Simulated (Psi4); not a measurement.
**singlet GeH3O+: levels of theory compared**

Aim: a comparison of 3 runs (HF/STO-3G, DSD-PBEP86/def2-TZVP, wB97X-V/def2-TZVP) of singlet GeH3O+. 

The results are computed with Psi4 1.11.

## (1) The molecule

The species is GeH3O+ (5 atoms), meant as a singlet with charge +1. As SMILES of the parent species, `[O][GeH3]`. The shape is that of a PBE0-D4/def2-TZVP optimisation. That shape belongs to the parent species and isn't relaxed for this state.

Bond lengths: O1–Ge2 1.795 Å, Ge2–H3 1.536 Å, Ge2–H4 1.536 Å, Ge2–H5 1.537 Å. Angles: O1–Ge2–H3 109.7°, O1–Ge2–H4 109.7°, O1–Ge2–H5 102.4°, H3–Ge2–H4 111.5°, H3–Ge2–H5 111.6°, H4–Ge2–H5 111.6°.

## (2) A single-point energy at HF/STO-3G (run 1)

geh3o.xyz reads:

```xyz
5
GeH3O
O     -1.443900     0.418600     0.777300
Ge     0.072300    -0.056300    -0.056900
H     -0.162200    -0.091200    -1.574700
H      0.548000    -1.418100     0.471500
H      1.035700     1.073400     0.341400
```

run.py reads:

```python
import numpy as np
from ase.calculators.psi4 import Psi4
from ase.io import read

a = read('geh3o.xyz')
calc = Psi4(atoms=a, method='scf', basis='STO-3G', memory='2200MB', num_threads=1, charge=1, multiplicity=1, label='geh3o')
calc.psi4.set_options({'puream': True, 'e_convergence': 1e-09, 'd_convergence': 1e-08, 'scf_type': 'pk'})
a.calc = calc

print(f'energy: {a.get_potential_energy():.6f} eV')
```

Launch:

```bash
$ python run.py
```

geh3o.dat:

```text
[...]
  Running in c1 symmetry.
[...]
  Nuclear repulsion =  113.909881399441815
[...]
  Multiplicity = 1
[...]
  Nalpha       = 21
  Nbeta        = 21
[...]
    Number of basis functions: 26
[...]
   @RHF iter   1: -2126.58352742285888   -3.13943e+00   2.71975e-02 ADIIS/DIIS
[...]
   @RHF iter  13: -2126.95850367280946   -1.81899e-12   3.86197e-09 DIIS
[...]
    Orbital Energies [Eh]
    ---------------------
    Doubly Occupied:
       1A   -400.900710     2A    -50.742866     3A    -45.807623
       4A    -45.806418     5A    -45.806023     6A    -20.881104
       7A     -6.822094     8A     -4.866851     9A     -4.861145
      10A     -4.859735    11A     -1.640774    12A     -1.016092
      13A     -1.006137    14A     -1.001603    15A     -0.997755
      16A     -0.996390    17A     -0.975983    18A     -0.896960
      19A     -0.820573    20A     -0.704619    21A     -0.673881
[...]
  @RHF Final Energy: -2126.95850367280946
   => Energetics <=
    Nuclear Repulsion Energy =            113.9098813994418151
    One-Electron Energy =               -3197.5661002710403409
    Two-Electron Energy =                 956.6977151987890693
    Total Energy =                      -2126.9585036728094565
[...]
 Multipole Moments:
 ------------------------------------------------------------------------------------
     Multipole            Electronic (a.u.)      Nuclear  (a.u.)        Total (a.u.)
 ------------------------------------------------------------------------------------
 L = 1.  Multiply by 2.5417464519 to convert [e a0] to [Debye]
 Dipole X            :          0.0449771           -0.5033161           -0.4583391
 Dipole Y            :         -0.0419224            0.2688943            0.2269720
 Dipole Z            :         -0.0428597            0.3491948            0.3063352
 Magnitude           :                                                    0.5961814
[...]
```

On the terminal:

```text
energy: -57877.488901 eV
```

It took 3.3 s on 1 thread of AMD EPYC 7R43 (Zen 3), shared host; peak memory 0.23 GiB.

## (3) A single-point energy at DSD-PBEP86/def2-TZVP (density fitting for correlation) (run 2)

run.py reads:

```python
import numpy as np
from ase.calculators.psi4 import Psi4
from ase import Atoms

a = Atoms(['O', 'Ge', 'H', 'H', 'H'], positions=[
    [-1.443900, 0.418600, 0.777300],
    [0.072300, -0.056300, -0.056900],
    [-0.162200, -0.091200, -1.574700],
    [0.548000, -1.418100, 0.471500],
    [1.035700, 1.073400, 0.341400],
])
calc = Psi4(atoms=a, method='dsd-pbep86', basis='def2-TZVP', memory='2200MB', num_threads=1, charge=1, multiplicity=1, label='calc', reference='rks')
calc.psi4.set_options({'puream': True, 'e_convergence': 1e-09, 'd_convergence': 1e-08, 'scf_type': 'pk', 'dft_radial_points': 99, 'dft_spherical_points': 590, 'num_frozen_docc': 10})
a.calc = calc

print(f'energy: {a.get_potential_energy():.6f} eV')
```

Launch:

```bash
$ python run.py
```

calc.dat:

```text
[...]
  Running in c1 symmetry.
[...]
  Nuclear repulsion =  113.909881399441815
[...]
  Multiplicity = 1
[...]
  Nalpha       = 21
  Nbeta        = 21
[...]
    Number of basis functions: 97
[...]
   @RKS iter   1: -2151.00640542300380   -2.31583e+00   2.93068e-02 ADIIS/DIIS
[...]
   @RKS iter  14: -2152.32996061282120   -1.09139e-11   8.86152e-09 DIIS
[...]
    Orbital Energies [Eh]
    ---------------------
    Doubly Occupied:
       1A   -403.256757     2A    -51.609047     3A    -45.841347
       4A    -45.840051     5A    -45.839308     6A    -20.533183
       7A     -7.146236     8A     -5.191330     9A     -5.187251
      10A     -5.184614    11A     -1.793124    12A     -1.782307
      13A     -1.781171    14A     -1.776954    15A     -1.776574
      16A     -1.515841    17A     -0.965137    18A     -0.845436
      19A     -0.819059    20A     -0.714414    21A     -0.674143
[...]
  @RKS Final Energy: -2152.32996061282120
   => Energetics <=
    Nuclear Repulsion Energy =            113.9098813994418151
    One-Electron Energy =               -3214.7469517695799368
    Two-Electron Energy =                 973.5427790358310176
    DFT Exchange-Correlation Energy =     -25.0356692785146500
    Empirical Dispersion Energy =           0.0000000000000000
    VV10 Nonlocal Energy =                  0.0000000000000000
    Total Energy =                      -2152.3299606128211963
[...]
 Multipole Moments:
 ------------------------------------------------------------------------------------
     Multipole            Electronic (a.u.)      Nuclear  (a.u.)        Total (a.u.)
 ------------------------------------------------------------------------------------
 L = 1.  Multiply by 2.5417464519 to convert [e a0] to [Debye]
 Dipole X            :          0.7275517           -0.5033161            0.2242355
 Dipole Y            :         -0.1318776            0.2688943            0.1370168
 Dipole Z            :         -0.3378739            0.3491948            0.0113209
 Magnitude           :                                                    0.2630272
[...]
```

Standard output:

```text
energy: -58574.419404 eV
```

It took 21 s on 1 thread of AMD EPYC 7R43 (Zen 3), shared host; peak memory 1.1 GiB.

## (4) The energy at wB97X-V/def2-TZVP (run 3)

job.inp reads:

```
memory 2200 MB

molecule {
  1 1
  O     -1.443900     0.418600     0.777300
  Ge     0.072300    -0.056300    -0.056900
  H     -0.162200    -0.091200    -1.574700
  H      0.548000    -1.418100     0.471500
  H      1.035700     1.073400     0.341400
  symmetry c1
}

set {
  basis def2-TZVP
  puream true
  e_convergence 1e-09
  d_convergence 1e-08
  scf_type pk
  dft_radial_points 99
  dft_spherical_points 590
}

energy('wb97x-v')
```

Launch:

```bash
$ psi4 -n 1 job.inp job.out
```

job.out:

```text
[...]
  Running in c1 symmetry.
[...]
  Nuclear repulsion =  113.909881399441815
[...]
  Multiplicity = 1
[...]
  Nalpha       = 21
  Nbeta        = 21
[...]
    Number of basis functions: 97
[...]
   @RKS iter   1: -2151.80758267689498   -1.77170e+00   3.11630e-02 ADIIS/DIIS
[...]
   @RKS iter  15: -2153.29071617962290   -7.27596e-12   9.22640e-09 DIIS
[...]
    Orbital Energies [Eh]
    ---------------------
    Doubly Occupied:
       1A   -398.870873     2A    -50.119075     3A    -44.631791
       4A    -44.630592     5A    -44.629323     6A    -19.630440
       7A     -6.625448     8A     -4.800969     9A     -4.797923
      10A     -4.793509    11A     -1.634250    12A     -1.627597
      13A     -1.623234    14A     -1.622273    15A     -1.621531
      16A     -1.389319    17A     -0.952983    18A     -0.785125
      19A     -0.778567    20A     -0.748470    21A     -0.688423
[...]
  @RKS Final Energy: -2153.29071617962290
   => Energetics <=
    Nuclear Repulsion Energy =            113.9098813994418151
    One-Electron Energy =               -3214.0812861309050277
    Two-Electron Energy =                1014.8806050674406833
    DFT Exchange-Correlation Energy =     -68.1761304142701476
    Empirical Dispersion Energy =           0.0000000000000000
    VV10 Nonlocal Energy =                  0.1762138986702380
    Total Energy =                      -2153.2907161796224500
[...]
 Multipole Moments:
 ------------------------------------------------------------------------------------
     Multipole            Electronic (a.u.)      Nuclear  (a.u.)        Total (a.u.)
 ------------------------------------------------------------------------------------
 L = 1.  Multiply by 2.5417464519 to convert [e a0] to [Debye]
 Dipole X            :          1.1286276           -0.5033161            0.6253114
 Dipole Y            :         -0.1782295            0.2688943            0.0906648
 Dipole Z            :         -0.5070430            0.3491948           -0.1578482
 Magnitude           :                                                    0.6512684
[...]
```

Run time: 2.2 min. Hardware: 1 thread of AMD EPYC 7R43 (Zen 3), shared host; peak memory 1.1 GiB.

## (5) All runs side by side

| run | level | frozen core orbitals | fitting correlation | energy (Eh) | HOMO energy (eV) | LUMO energy (eV) | HOMO–LUMO gap (eV) | wall time |
| --- | --- | --- | --- | --- | --- | --- | --- | --- |
| 1 | HF/STO-3G | 0 | – | -2126.958504 | -18.34 | -7.24 | 11.09 | 3.3 s |
| 2 | DSD-PBEP86/def2-TZVP (density fitting for correlation) | 10 | density fitting | -2152.570227 | -18.34 | -12.25 | 6.09 | 21 s |
| 3 | wB97X-V/def2-TZVP | 0 | – | -2153.290716 | -18.73 | -12.64 | 6.09 | 2.2 min |

## (6) Results

| quantity | value |
| --- | --- |
| run 3: total energy | -2153.29072 Eh |
| run 3: HOMO energy | -18.73 eV |
| run 3: LUMO energy | -12.64 eV |
| run 3: HOMO–LUMO gap | 6.09 eV |

In words: The HOMO–LUMO gap runs from 6.09 eV (DSD-PBEP86/def2-TZVP) to 11.09 eV (HF/STO-3G). The two ends differ in method and basis. A double hybrid's value is that of its SCF part. Totals of different functionals can't be ranked against each other. In run 1 the basis is minimal, so the values are rough. All runs together took 2.6 min, the longest 2.2 min.
